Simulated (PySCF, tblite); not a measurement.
# C₄H₄B₂ClF: geometry, infrared bands and NMR shifts

Wanted: the infrared bands and NMR shifts of C₄H₄B₂ClF (`FC1=CBC=CB1Cl`), by calculation.

Programs: tblite 0.8.0 and PySCF 2.14.0, with density-fitted response routines of our own. Each step states its level of theory. These are calculated values for one molecule in the gas phase, unless marked as measured. Atoms count from 0, in the outputs and in this text.

### 1 Starting geometry

12 atoms, charge 0, multiplicity 1; geometry from: force field or distance geometry start.

Bonds of the start (Å): F0–C1 1.37, C1–C2 1.33, C2–B3 1.59, B3–C4 1.57, C4–C5 1.34, C5–B6 1.58, B6–Cl7 1.85, B6–C1 1.58, C2–H8 1.09, B3–H9 1.19, C4–H10 1.09, C5–H11 1.08.

### 2 Optimising the geometry with GFN2-xTB

What the job is given:

```
{"job": {"kind": "relax", "xc": "GFN2-xTB", "basis": "xTB"}, "charge": 0, "multiplicity": 1}
F      1.724300    -2.242100     0.042500
C      0.835800    -1.195600     0.012300
C     -0.473700    -1.447100     0.022000
B     -1.535200    -0.257800    -0.014500
C     -0.978100     1.210100    -0.019000
C      0.340200     1.457400    -0.025800
B      1.396700     0.282600    -0.002300
Cl     3.213900     0.627400     0.010200
H     -0.838900    -2.469900     0.034100
H     -2.699700    -0.482500    -0.004400
H     -1.682100     2.037000    -0.045200
H      0.698100     2.479700    -0.035800
```

On the command line:

```bash
> OMP_NUM_THREADS=1 python probes_run.py task.json out
```

The driver reads the jobs from task.json and runs them one after another.

**Question.** This job is followed by: GFN2-xTB harmonic vibrations, gas phase; GIAO PBE0/pcSseg-1 NMR shielding, non-relativistic, gas phase. What will the session give for the following? strongest single infrared mode (GFN2-xTB); zero-point energy (GFN2-xTB); ¹³C shifts against TMS (PBE0/pcSseg-1); ¹H shifts against TMS (PBE0/pcSseg-1); ¹⁹F shifts against CFCl3 (PBE0/pcSseg-1); ¹¹B shifts against BF3·OEt2 (PBE0/pcSseg-1); ³⁵Cl shifts against HCl (PBE0/pcSseg-1); surface potential, 1st and 99th percentile.

As calculated:

```
                                   quantity                           value
  strongest single infrared mode (GFN2-xTB)           2659 cm⁻¹, 164 km/mol
               zero-point energy (GFN2-xTB)                   45.6 kcal/mol
     ¹³C shifts against TMS (PBE0/pcSseg-1)  193.0, 164.3, 160.3, 133.4 ppm
      ¹H shifts against TMS (PBE0/pcSseg-1)      7.74, 7.00, 6.88, 6.54 ppm
   ¹⁹F shifts against CFCl3 (PBE0/pcSseg-1)                       -64.5 ppm
¹¹B shifts against BF3·OEt2 (PBE0/pcSseg-1)                  62.5, 52.1 ppm
    ³⁵Cl shifts against HCl (PBE0/pcSseg-1)                         276 ppm
      surface potential, 1st and 99th percentile              -0.80 V and 1.26 V
```

In words: The optimisation took 16 steps and gained 0.237 eV; among the close pairs (by a distance rule), B6–Cl7 changed most, from 1.850 to 1.698 Å. No mode is imaginary among the 30: a minimum at this level. The strongest single mode, at 2659 cm⁻¹, moves mainly H9. Unscaled tight-binding wavenumbers are off by several per cent, some by more. Its intensities can rank the bands wrongly. At PBE0/pcSseg-1: The largest span, 688 ppm, is at Cl7, where the paramagnetic term is -474 ppm. NICS(1)zz of 16 ppm above the planar ring from C1 marks a paratropic (antiaromatic) ring current. By nearest atom (PBE0/pcSseg-1), the HOMO sits on C2 28 %; C1, C5 about 19 % each and the LUMO on B3, B6 about 23 % each; C1, C4, C5 about 10 % each.
